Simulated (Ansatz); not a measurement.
# F3GaH3N: up Jacob's ladder to CCSD(T)

The task here is to estimate one member of a computed series from the others.

Method: functionals in def2-TZVPP, the program's frozen cores in correlated methods; program: Ansatz 0.2.0, Gaussian basis.

The runs, in order: LDA (SPW92), PBE-D4, revPBE-D4, BLYP-D4, r2SCAN-D4, B97M-V, PBE0-D4, B3LYP-D4, r2SCANh-D4, r2SCAN0-D4, HSE06-D4, BHLYP-D4, CAM-B3LYP-D4, LC-ωPBE, ωB97X-V, ωB97M-V, B2PLYP, PBE-QIDH; CCSD(T)/def2-SVP; CCSD(T)/def2-TZVPP; MP2/def2-QZVPP; extrapolation to the limit; RPA on PBE.

## The relaxed structure

An earlier PBE0-D4 in a triple-zeta def2 set relaxation fixed the geometry.

8 atoms, charge 0, spin multiplicity 1.

Atoms are counted from 1 here; the program's logs count them from 0.

Bond lengths: N1–Ga2 2.050 Å, N1–H6 1.015 Å, N1–H7 1.015 Å, N1–H8 1.015 Å, Ga2–F3 1.756 Å, Ga2–F4 1.756 Å, Ga2–F5 1.756 Å. Angles: Ga2–N1–H6 110.2°, Ga2–N1–H7 110.2°, Ga2–N1–H8 110.2°, H6–N1–H7 108.8°, H6–N1–H8 108.8°, H7–N1–H8 108.8°, N1–Ga2–F3 100.2°, N1–Ga2–F4 100.2°, N1–Ga2–F5 100.2°, F3–Ga2–F4 116.9°, F3–Ga2–F5 116.9°, F4–Ga2–F5 116.9°.

The first run:

The input, in.yaml:

```yaml
crystal:
  periodic: [false, false, false]
  atoms:
    - {symbol: N, position_ang: [-0.867671, -0.104768, 0.482175]}
    - {symbol: Ga, position_ang: [0.915536, 0.093271, -0.509927]}
    - {symbol: F, position_ang: [2.016937, -0.551929, 0.696627]}
    - {symbol: F, position_ang: [0.602052, -0.909394, -1.917604]}
    - {symbol: F, position_ang: [0.941079, 1.831437, -0.761450]}
    - {symbol: H, position_ang: [-1.493897, -0.708606, -0.041206]}
    - {symbol: H, position_ang: [-0.714076, -0.510213, 1.400177]}
    - {symbol: H, position_ang: [-1.307759, 0.803102, 0.595310]}
basis:
  gaussian: {orbitals: def2-TZVPP}
hamiltonian: {xc: lda}
output: {orbitals: {seedname: orbitals}}
```

Run with:

```bash
> ansatz run in.yaml --threads 4 --pin off --events-out ev --progress --plain --max-ram 10444MiB
```

Steps of the session up to this table: LDA; PBE-D4 (GGA); revPBE-D4 (GGA); BLYP-D4 (GGA); r2SCAN-D4 (meta-GGA); B97M-V (meta-GGA); B3LYP-D4 (hybrid); r2SCANh-D4 (hybrid); r2SCAN0-D4 (hybrid); HSE06-D4 (hybrid); BHLYP-D4 (hybrid); CAM-B3LYP-D4 (range-separated); LC-ωPBE (range-separated); ωB97X-V (range-separated); ωB97M-V (range-separated); B2PLYP (double hybrid); PBE-QIDH (double hybrid).

One table of the session follows, with a row left open; its other results are not shown here.

| functional | HOMO (eV) | gap (eV) |
| --- | --- | --- |
| LDA (SPW92) | -8.53 | 6.69 |
| PBE-D4 | -8.25 | 6.61 |
| revPBE-D4 | -8.15 | 6.60 |
| BLYP-D4 | -8.20 | 6.50 |
| r2SCAN-D4 | -8.75 | 7.73 |
| B97M-V | -8.86 | 7.42 |
| PBE0-D4 | -10.34 | 9.59 |
| B3LYP-D4 | -10.04 | 8.88 |
| r2SCANh-D4 | -9.53 | 8.81 |
| r2SCAN0-D4 | ? | ? |
| HSE06-D4 | -9.92 | 8.80 |
| BHLYP-D4 | -12.33 | 12.19 |
| CAM-B3LYP-D4 | -11.95 | 11.95 |
| LC-ωPBE | -13.24 | 14.65 |
| ωB97X-V | -12.93 | 14.13 |
| ωB97M-V | -12.91 | 13.65 |

Q: Estimate the row for r2SCAN0-D4 from the others.

Worked estimate for «HOMO (eV)». Against the share of exact exchange, r2SCAN-D4 (0, -8.75), r2SCANh-D4 (0.1, -9.53) give a slope of -7.80 per unit share; at 0.25 the line stands at -10.70.

As computed: HOMO (eV): -10.72; gap (eV): 10.40. In «HOMO (eV)» the line misses by +0.02.
